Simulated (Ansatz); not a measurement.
Consider a ladder of basis sets of FGeH₃Si, SMILES [F][Ge][SiH3] (Ansatz 0.2.0 through its Python package).

`run_basis.py`
```python
# -*- coding: utf-8 -*-
import ansatz as az

GEOMETRY = """
F     2.61220    0.34020    0.36580
Ge    1.46840   -0.84940   -0.23420
Si   -0.67940   -0.00680   -0.06060
H    -0.78760    1.22490   -0.85660
H    -0.97500    0.29280    1.34840
H    -1.63860   -1.00180   -0.56270
"""

fgeh3si = az.Crystal.molecule()
for line in GEOMETRY.strip().splitlines():
    symbol, *xyz = line.split()
    fgeh3si = fgeh3si.atom(symbol, [float(v) for v in xyz])

model = (
    fgeh3si.calculation()
    .functional("pbe0")
    .spin("collinear", total=2)
)

energies = {}
for basis in ["cc-pVDZ", "cc-pVTZ"]:
    report = model.basis(gaussian=basis).run().report
    size = report["n_frozen"] + report["n_occupied"][0] + report["n_virtual"][0]
    energies[basis] = (report["reference_energy_ev"] / 27.211386246, report["free_energy_ev"] / 27.211386246)
    print(f"{basis:14s} {size:4d} orbitals  reference {energies[basis][0]:14.6f} Ha  total {energies[basis][1]:14.6f} Ha")

last = energies["cc-pVTZ"][1]
for basis, (_, total) in energies.items():
    print(f"{basis:14s} lies {27.211386 * (total - last):9.4f} eV above cc-pVTZ")
```

How far does the total energy move along this ladder of basis sets?

Against cc-pVDZ: cc-pVTZ -125.0 mHa. The last step alone is -125.00 mHa. From the first set to the last the time grows from 4.4 to 9.1 s.

The output:

Running `python run_basis.py` prints:
```text
cc-pVDZ          74 orbitals  reference   -2467.581346 Ha  total   -2467.581346 Ha
cc-pVTZ         149 orbitals  reference   -2467.706346 Ha  total   -2467.706346 Ha
cc-pVDZ        lies    3.4014 eV above cc-pVTZ
cc-pVTZ        lies    0.0000 eV above cc-pVTZ
```

The drop along the ladder measures the basis error, and is no property of the molecule. The geometry is a force-field or estimated start, not a minimum of this method, and the last set is no limit. Much of the fall in a total is atomic energy, which cancels in bond and reaction energies. The species is open-shell (spin multiplicity 3). For Al to Cl the sets with a tight d function, cc-pV(X+d)Z, are usual. Run time: 14 s on 1 thread of Arm Neoverse V1 (shared host), peak memory 0.46 GiB.

(A comment or docstring line of the script was reworded after the run, the code is as it ran; lines on the test bed's own set-up are left out of the output.)
